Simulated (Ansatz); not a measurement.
Task: a rigid scan of one bond length of CH6GeOSi, SMILES O=[CH][GeH2][SiH3], with Ansatz 0.2.0, Python API. Give the script and its output. Settings (for the species named): PBE0, def2-SVP basis, multiplicity 1, D3BJ dispersion.

```xyz
10

O    -0.5630   -0.5780   -2.3519
C    -0.8071    0.4454   -1.6666
Ge    0.3167    0.8063   -0.1868
Si    0.3207   -0.9537    1.3098
H    -1.6233    1.1124   -1.9056
H    -0.1116    2.1188    0.5360
H     1.8331    0.9772   -0.6700
H     0.7169   -2.1786    0.6288
H     1.1349   -0.6783    2.4991
H    -1.1341   -1.1226    1.8101
```

Script `ch6geosi.py`:
```python
import ansatz as az
import numpy as np

ch6geosi = (
    az.Crystal.molecule()
    .atom('O', (-0.563, -0.578, -2.3519))
    .atom('C', (-0.8071, 0.4454, -1.6666))
    .atom('Ge', (0.3167, 0.8063, -0.1868))
    .atom('Si', (0.3207, -0.9537, 1.3098))
    .atom('H', (-1.6233, 1.1124, -1.9056))
    .atom('H', (-0.1116, 2.1188, 0.536))
    .atom('H', (1.8331, 0.9772, -0.67))
    .atom('H', (0.7169, -2.1786, 0.6288))
    .atom('H', (1.1349, -0.6783, 2.4991))
    .atom('H', (-1.1341, -1.1226, 1.8101))
)

symbols = [site.symbol for site in ch6geosi.cartesian_sites]
start = np.array([site.position_ang for site in ch6geosi.cartesian_sites])
axis = (start[5] - start[2]) / np.linalg.norm(start[5] - start[2])
moving = [5]
lengths, energies = [1.371, 1.434, 1.496, 1.558, 1.621, 1.683, 1.745, 1.839], []
for length in lengths:
    xyz = start.copy()
    xyz[moving] += (length - np.linalg.norm(start[5] - start[2])) * axis
    point = az.Crystal.molecule()
    for symbol, place in zip(symbols, xyz):
        point = point.atom(symbol, place.tolist())
    calculation = point.calculation()
    calculation = calculation.basis(gaussian='def2-SVP')
    calculation = calculation.functional('PBE0', dispersion='d3bj')
    report = calculation.run(threads=1).report
    energies.append(report['free_energy_ev'])
    print(f'r = {length:6.3f} A  E = {energies[-1]:.5f} eV  <S^2> = {abs(report["mean_field"]["state"]["spin_squared"]):.3f}')

fit = np.polynomial.Polynomial.fit(lengths, np.array(energies) - min(energies), 4).convert()
roots = [r.real for r in fit.deriv().roots() if abs(r.imag) < 1e-9 and fit.deriv(2)(r.real) > 0]
r_e = min(roots, key=lambda r: abs(r - lengths[int(np.argmin(energies))]))
print(f'minimum of the fit at {r_e:.4f} A, force constant {fit.deriv(2)(r_e):.2f} eV/A^2')
```

```console
$ python ch6geosi.py
r =  1.371 A  E = -67550.20489 eV  <S^2> = 0.000
r =  1.434 A  E = -67550.41087 eV  <S^2> = 0.000
r =  1.496 A  E = -67550.50964 eV  <S^2> = 0.000
r =  1.558 A  E = -67550.52911 eV  <S^2> = 0.000
r =  1.621 A  E = -67550.48689 eV  <S^2> = 0.000
r =  1.683 A  E = -67550.39925 eV  <S^2> = 0.000
r =  1.745 A  E = -67550.27777 eV  <S^2> = 0.000
r =  1.839 A  E = -67550.05042 eV  <S^2> = 0.000
minimum of the fit at 1.5443 A, force constant 16.82 eV/A^2
```

Caveats:
- Total energies depend on the basis set; only differences at equal settings carry meaning.
- The rest of the molecule is held rigid at a force-field or estimated start geometry, and the basis set is modest; single-reference methods fail as a bond breaks.
- The orbitals are restricted, so S² is zero by construction.
- The whole script took 28 s on 1 thread of Arm Neoverse V2 (shared host), peak memory 0.31 GiB.
